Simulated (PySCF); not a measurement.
# C₃H₉B₂ClO: electronic excitations

Wanted: the electronic excitations of C₃H₉B₂ClO (`BBO[C@H](C)CCl`), by calculation.

Programs: PySCF 2.14.0, with density-fitted response routines of our own. Each step states its level of theory. These are calculated values for one molecule in the gas phase, unless marked as measured. Atoms count from 0, in the outputs and in this text.

## (1) The starting structure

16 atoms, charge 0, multiplicity 1; geometry from: GFN2-xTB.

Bonds of the start (Å): B0–B1 1.65, B1–O2 1.34, O2–C3 1.41, C3–C4 1.53, C3–C5 1.53, C5–Cl6 1.78, B0–H7 1.17, B0–H8 1.17, B1–H9 1.20, C3–H10 1.10, C4–H11 1.09, C4–H12 1.09, C4–H13 1.09, C5–H14 1.09, C5–H15 1.09.

## (2) Excited states and response: wB97X-D/def2-SVPD

The job: settings as JSON, then the geometry in Å.

```
{"job": {"kind": "uv", "xc": "wB97X-D", "basis": "def2-SVPD", "nstates": 8, "ntriplets": 3}, "charge": 0, "multiplicity": 1}
B      3.194094    -0.003472    -0.264103
B      1.703629    -0.127280     0.442343
O      0.547161    -0.081162    -0.228014
C     -0.731829    -0.170562     0.368028
C     -1.623007    -1.067303    -0.485047
C     -1.285056     1.254208     0.459565
Cl    -2.830538     1.285647     1.332502
H      3.805726    -0.945111    -0.599189
H      3.757445     1.019824    -0.356847
H      1.660760    -0.273661     1.631436
H     -0.646703    -0.582642     1.384882
H     -1.220975    -2.076750    -0.508244
H     -2.627703    -1.093753    -0.072066
H     -1.662359    -0.684699    -1.502162
H     -1.459397     1.662577    -0.536159
H     -0.588846     1.893083     1.004652
```

With the program's defaults for keys left out, this is: TDDFT wB97X-D/def2-SVPD, vertical, gas phase, core orbitals frozen in the response.

On the command line:

```
OMP_NUM_THREADS=1 python probes_run.py task.json out
```

The driver reads the jobs from task.json and runs them one after another.

What will the session give for the following? lowest singlet (wB97X-D/def2-SVPD); brightest single state of those computed; lowest triplet; surface potential, 1st and 99th percentile. Wanted: lowest singlet; brightest single state of those computed; lowest triplet; surface potential, 1st and 99th percentile.

As calculated:

| quantity | value |
| --- | --- |
| lowest singlet (wB97X-D/def2-SVPD) | 4.71 eV (263 nm), f = 0.005 |
| brightest single state of those computed | state 7, 7.66 eV, f = 0.018 |
| lowest triplet | 4.00 eV |
| surface potential, 1st and 99th percentile | -0.67 V and 1.52 V |

What this shows: The lowest singlet, at 4.71 eV, is HOMO→LUMO 0.91 and is weak; of the 8 states computed, the strongest absorption comes from state 7 at 7.66 eV. The lowest triplet lies 0.71 eV below the lowest singlet (triplets in Tamm-Dancoff, singlets in full TDDFT).
